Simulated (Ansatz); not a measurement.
**Li2RuN2: single point with PBE**

Crystal: Li2RuN2.

```
CELL_PARAMETERS angstrom
3.16423 0.00000 0.00000
-1.58212 2.74031 0.00000
0.00000 0.00000 5.21145
ATOMIC_POSITIONS crystal
Ru 0.00000 0.00000 0.00000
N 0.33333 0.66667 0.21301
N 0.66667 0.33333 0.78699
Li 0.33333 0.66667 0.63982
Li 0.66667 0.33333 0.36018
```

The cell comes from a database or a generator and needn't be the stable form of this composition.

* Program: Ansatz 0.2.0
* Task: single point
* Functional: PBE
* Potentials or basis: Ansatz PAW
* Cutoff: 420 eV (not typed: the program's choice for these potentials)
* k mesh: 10 × 10 × 5
* Occupations: fermi-dirac, width 0.05 eV
* Spin: no spin polarisation

```json
{
 "Pressure": "-2.7 GPa",
 "Largest force": "0.155 eV/Å",
 "Band gap on the k mesh": "none (metal or under the smearing width)"
}
```

Forces in eV/Å, atoms in the order of the input:
```
Ru   0.000  0.000  0.000
N    0.000  0.000 -0.155
N    0.000  0.000  0.155
Li   0.000  0.000  0.080
Li   0.000  0.000 -0.080
```

Stress tensor (GPa, compression positive):
```
-3.06  0.00  0.00
 0.00 -3.06  0.00
 0.00  0.00 -1.99
```

Levels at points of the mesh, in eV from the Fermi level:
```csv
k point,band 13,band 14,band 15,band 16,band 17,band 18,band 19,band 20
"(0.00, 0.00, 0.00)",-1.77,-1.26,-1.25,-1.25,-0.34,3.20,3.20,4.34
"(0.00, -0.50, 0.00)",-2.80,-2.61,-1.37,-0.59,0.07,3.12,3.47,6.23
```

Wall time 2.2 s on 2 threads of Arm Neoverse V2, on a shared host, peak memory 0.34 GiB.

Caveat: the pressure holds a Pulay correction of +0.4 GPa for the finite cutoff.
